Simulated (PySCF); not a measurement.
# [Eu(H2CO)]3+: other functionals and bases at one geometry

An exercise on one series of results from a longer session: the logs are not shown, and one member is left open.

Computed with PySCF 2.14.0. Level: several levels, as the steps say, no spin–orbit coupling.

1 further run of the same task is left out (for a known fault of the program).

## Where the work starts

5 atoms, charge 3, spin multiplicity 1.

Bond lengths: Eu1–O2 2.106 Å, O2–C3 1.267 Å, C3–H4 1.113 Å, C3–H5 1.113 Å. Angles: Eu1–O2–C3 180.0°, O2–C3–H4 119.3°, O2–C3–H5 119.3°, H4–C3–H5 121.5°.

Coordinates:

```
atom    x (Å)   y (Å)    z (Å)
 Eu1   0.0000  0.0000  -0.2183
  O2   0.0000  0.0000   1.8876
  C3   0.0000  0.0000   3.1550
  H4   0.9714  0.0000   3.6990
  H5  -0.9714  0.0000   3.6990
```

Formal oxidation states: Eu +3. Each metal's 6 4f electrons lie in its core potential, so multiplicities, spins and levels count the valence alone. An earlier session relaxed this geometry at PBE0, Eu lcecp-1-SVP with ECP52, O def2-SVP, C def2-SVP, H def2-SVP (singlet, point group C2v).

At PBE0 on the finer grid: E = -148.311383 Eh, HOMO -25.14 eV, LUMO -19.43 eV, Mulliken charge on Eu1 +2.45 e, largest force component 0.001 eV/Å. 

Levels to run: revPBE; M06-L; PBE0, TZVP. Hardware: 2 threads of Arm Neoverse V1, shared host.

The first run:

Input file run.py (the lines that set the calculation):

```python
mol = gto.M(atom='''
Eu     0.00000     0.00000    -0.21830
O      0.00000     0.00000     1.88761
C      0.00000     0.00000     3.15496
H      0.97141     0.00000     3.69902
H     -0.97141     0.00000     3.69902''',
    basis={'Eu': 'lcecp-1-SVP', 'O': 'def2-SVP', 'C': 'def2-SVP', 'H': 'def2-SVP'},
    ecp={'Eu': 'lcecp-1-SVP'},
    charge=3, spin=0)
mf = dft.RKS(mol, xc='PBE_R,PBE')
mf.grids.atom_grid = (75, 302)  # f atoms: unpruned, at least (60, 302)
mf = mf.density_fit()  # fitting sets: Eu AutoAux, O def2-universal-JKFIT, C def2-universal-JKFIT, H def2-universal-JKFIT
mf.conv_tol = 1e-08; mf.max_cycle = 55
mf.kernel(dm0)  # dm0: the density of the relaxed state
```

Command:

```sh
OMP_NUM_THREADS=2 python run.py
```

Steps of the session up to this table: revPBE; M06-L; PBE0, TZVP.

One of the session's tables, all rows but one given; the rest of the session is left out.

| level | HOMO (eV) | gap (eV) | charge on Eu1 (e) | dipole (D) | largest force component (eV/Å) |
| --- | --- | --- | --- | --- | --- |
| PBE0 (relaxed here) | -25.14 | 5.71 | 2.45 | 4.57 | 0.00 |
| revPBE | -23.78 | 3.32 | 2.39 | 4.97 | 0.62 |
| M06-L | -23.78 | 3.86 | 2.48 | 4.50 | 0.56 |
| PBE0, TZVP | ? | ? | ? | ? | ? |

Q: Estimate the row for PBE0, TZVP from the others.

As computed: HOMO (eV): -25.10; gap (eV): 5.74; charge on Eu1 (e): 2.53; dipole (D): 4.63; largest force component (eV/Å): 0.36. In the column «HOMO (eV)» it lies between PBE0 (relaxed here) (-25.14) and revPBE (-23.78).

The dipole of a charged species depends on the origin, so these sizes hold for this origin alone.

In one basis the HOMO–LUMO gap runs from 3.32 eV (revPBE) to 5.71 eV (PBE0). The largest leftover force, 0.62 eV/Å with revPBE, stands at a geometry relaxed at another level. With 4f in the core, its levels are missing from HOMO and gap, and its count is fixed, so no charge can pass from the ligands into it. Total energies of different levels can't be compared.
